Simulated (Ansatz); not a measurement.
# CH8MgO2Si: the cost of one run

All numbers below are computed with Ansatz 0.2.0 (RKS PBE/def2-SVP).

## Step 1: The starting structure

Bond lengths: Mg1–O2 2.417 Å, Mg1–C3 2.077 Å, Mg1–O5 2.417 Å, O5–Si6 1.596 Å, O2–H7 0.955 Å, C3–H8 1.086 Å, C3–H9 1.084 Å, C3–H10 1.086 Å, Si6–H11 1.472 Å, Si6–H12 1.477 Å, Si6–H13 1.471 Å. Angles (14 of 17 angles, heavy atoms first): O2–Mg1–C3 120.8°, O2–Mg1–O5 63.1°, C3–Mg1–O5 122.5°, Mg1–O5–Si6 175.8°, Mg1–O2–H7 133.4°, Mg1–C3–H8 109.1°, Mg1–C3–H9 114.3°, Mg1–C3–H10 103.8°, O5–Si6–H11 108.3°, O5–Si6–H12 109.2°, O5–Si6–H13 109.8°, H8–C3–H9 109.9°, H8–C3–H10 109.6°, H9–C3–H10 109.9°.

Structure file:

```xyz
13

Mg    0.9644   -1.1977    0.3819
O     0.3847   -0.6382   -1.8966
C    -0.1487   -2.5880    1.4513
H     0.1982    0.3084   -1.0639
O     0.1849    1.0540   -0.0253
Si   -0.2415    2.5782   -0.2286
H     0.8572   -0.2109   -2.6077
H    -0.4309   -2.1575    2.4071
H     0.3535   -3.5361    1.6066
H    -1.0355   -2.7349    0.8413
H    -0.2710    3.2301    1.0903
H     0.7515    3.2494   -1.0919
H    -1.5668    2.6432   -0.8646
```

## Step 2: A restrained relaxation towards end A

Springs on the bonds that form and break draw the guess towards this end; the thresholds are loose.

input.yaml reads:

```yaml
crystal:
  periodic: [false, false, false]
  atoms:
    - { symbol: Mg, position_ang: [0.9644, -1.1977, 0.3819] }
    - { symbol: O, position_ang: [0.3847, -0.6382, -1.8966] }
    - { symbol: C, position_ang: [-0.1487, -2.588, 1.4513] }
    - { symbol: H, position_ang: [0.1982, 0.3084, -1.0639] }
    - { symbol: O, position_ang: [0.1849, 1.054, -0.0253] }
    - { symbol: Si, position_ang: [-0.2415, 2.5782, -0.2286] }
    - { symbol: H, position_ang: [0.8572, -0.2109, -2.6077] }
    - { symbol: H, position_ang: [-0.4309, -2.1575, 2.4071] }
    - { symbol: H, position_ang: [0.3535, -3.5361, 1.6066] }
    - { symbol: H, position_ang: [-1.0355, -2.7349, 0.8413] }
    - { symbol: H, position_ang: [-0.271, 3.2301, 1.0903] }
    - { symbol: H, position_ang: [0.7515, 3.2494, -1.0919] }
    - { symbol: H, position_ang: [-1.5668, 2.6432, -0.8646] }
basis:
  gaussian: { orbitals: def2-SVP }
hamiltonian:
  xc: pbe
relax:
  f_tol: 0.15
  max_steps: 25
  restrain:
    - { distance: [0, 4], at: 3.37, k: 30.0 }
    - { distance: [3, 1], at: 2.27, k: 30.0 }
    - { distance: [0, 1], at: 2.07, k: 30.0 }
    - { distance: [3, 4], at: 0.97, k: 30.0 }
output:
  orbitals: {}
```

The run is started by

```console
$ ansatz run input.yaml --threads 2 --pin off --max-ram 3072MiB --backend cpu --events-out ev --progress --plain --runs-dir out
```

**Question.** How long does this run take on 2 threads of Arm Neoverse V1, shared host, and how much memory does it need?

About 40 s, with a peak of 0.16 GiB.
